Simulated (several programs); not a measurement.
# What each method gives for Sr₂SO (ordering on rocksalt)

An ordered 4-atom cell of Sr₂SO on the rocksalt lattice (R-3m), relaxed with r2SCAN in Ansatz, was computed with several methods. Space group R-3m (No. 166), trigonal; conventional cell a = 3.942 Å, c = 19.569 Å, 21.95 Å³ an atom. O has 6 Sr at 2.68 Å; S has 6 Sr at 2.93 Å; Sr has 3 O at 2.68 Å and 3 S at 2.93 Å. Values at 0 K without nuclear motion; spin polarisation is off, and the phase may be a hypothetical one.

```xyz
4
Lattice="1.9712 1.1381 6.5232 -1.9712 1.1381 6.5232 0.0000 -2.2762 6.5232" Properties=species:S:1:pos:R:3 pbc="T T T"
O     1.9712    1.1381    6.5232
S     0.0000    0.0000    9.7847
Sr    0.0000    0.0000    5.1041
Sr    0.0000    0.0000   14.4654
```

Gaps and times are for a single point on this cell; volume and bulk modulus come from each method's own relaxation or energy curve at fixed shape, which is too stiff where a cell has free coordinates or axes. Times are rough, from shared hosts (Arm Neoverse V1), and each method has its own mesh and cell size. A dagger marks a closed or tiny gap in a crystal that DFT finds insulating: a failure of the method or a wrong SCF state. A double dagger marks a value from a curve with shape and coordinates held. A star marks a curve whose lowest point is an end point. PM6 (MOPAC), PM7 (MOPAC), GFN2-xTB (tblite) treat a cluster of cells at its zone centre, which samples few k points: where these miss a band edge, the gap comes out too large for that reason alone. Gaps from k meshes are read at a limited set of points (mesh, symmetry points, PBE's band edges), so each method's own least gap may be somewhat smaller. xTB and the PM methods were fitted mostly to molecules, and can miss a solid's gap by electronvolts. Minimal bases can be far off for gaps. Times of the plane-wave ladder aren't listed, since it ran on unlike processors and cards. GLLB-SC's gap includes the derivative discontinuity. G0W0 is at finite bands, cutoff and mesh. d marks a direct gap, i an indirect one (no mark: not told apart), a dash a value that wasn't computed or didn't pass its checks.

```csv
method,kind,gap (eV),own volume (Å³/atom),bulk modulus (GPa),atoms computed,processor time
light PBE (260 eV and a coarse mesh),light plane-wave,2.43 i,–,–,4,1.4 s
PBE,semilocal,2.43 i,22.27,62‡,4,–
PM7 (MOPAC),semi-empirical,7.83,–,–,cluster,11 s
PM6 (MOPAC),semi-empirical,2.52,–,–,cluster,15 s
GFN2-xTB (tblite),tight binding,0.00†,19.44*‡,44*‡,cluster,21 s
r2SCAN,semilocal,2.84 i,21.95,68‡,4,–
PBE/SZV (CP2K),small basis,0.00†,–,–,4,35 s
PBE/DZVP (CP2K),small basis,2.70 i,22.44‡,63‡,4,51 s
PBE+SOC,semilocal,2.40 i,–,–,4,–
PBE/single zeta (GPAW),small basis,1.94 i,–,–,4,2 min
GLLB-SC (GPAW),model potential,5.03,–,–,4,2.4 min
G0W0@PBE (120 eV screening cutoff),many-body,3.84,–,–,4,–
PBE0,hybrid,4.19 i,–,–,4,–
HSE06,hybrid,3.48 i,–,–,4,–
```

Against HSE06 (3.48 eV) and with closed or daggered gaps left aside, the nearest gap at the points sampled is that of G0W0@PBE (120 eV screening cutoff) (+0.36 eV) and the farthest that of PM7 (MOPAC) (+4.35 eV). HSE06 is only a yardstick of convenience, and nearness to it can be luck.

Volumes against r2SCAN's: PBE +1.5 %.

Runs without a result: GFN1-xTB (tblite) (single point).

Only the rows marked +SOC include spin-orbit coupling.
